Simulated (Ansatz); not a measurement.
**GdO in Ansatz: the effect of functional**

Crystal: GdO.

```
Gd O
1.0
     0.00000    2.64488    2.64488
     2.64488    0.00000    2.64488
     2.64488    2.64488    0.00000
Gd O
1 1
Direct
  0.00000 0.00000 0.00000
  0.75000 0.75000 0.75000
```

The cell isn't the ideal one: volume scaled by 0.94.

Alike in all runs:

```yaml
Program: Ansatz 0.2.0
Task: single point
Potentials_or_basis: Ansatz PAW
k_mesh: 9 × 9 × 9
Occupations: fermi-dirac, width 0.05 eV
Spin: collinear spin, ferromagnetic start
Starting_moments: "[7.0, 0.0] μB"
```

```tsv
functional	cutoff	pressure (GPa)	moment (μB)
LDA	420 eV (not typed: the program's choice for these potentials)	-2.3	6.96
PBEsol	420 eV (not typed: the program's choice for these potentials)	?	?
r2SCAN	500 eV (not typed: the program's choice for these potentials)	4.7	7.94
```

Q: What does the run with functional PBEsol give?

A: Pressure 1.4 GPa; moment 7.50 μB.

Caveats: a cell with one magnetic atom can't hold antiferromagnetic order, which such compounds often take; the PAW data sets come from PBE, with cores solved anew for the run's functional, which leaves a small shift of forces and pressure; the magnetic or orbital state may not be the lowest (some runs).

Runs at the PBE level aren't shown here.
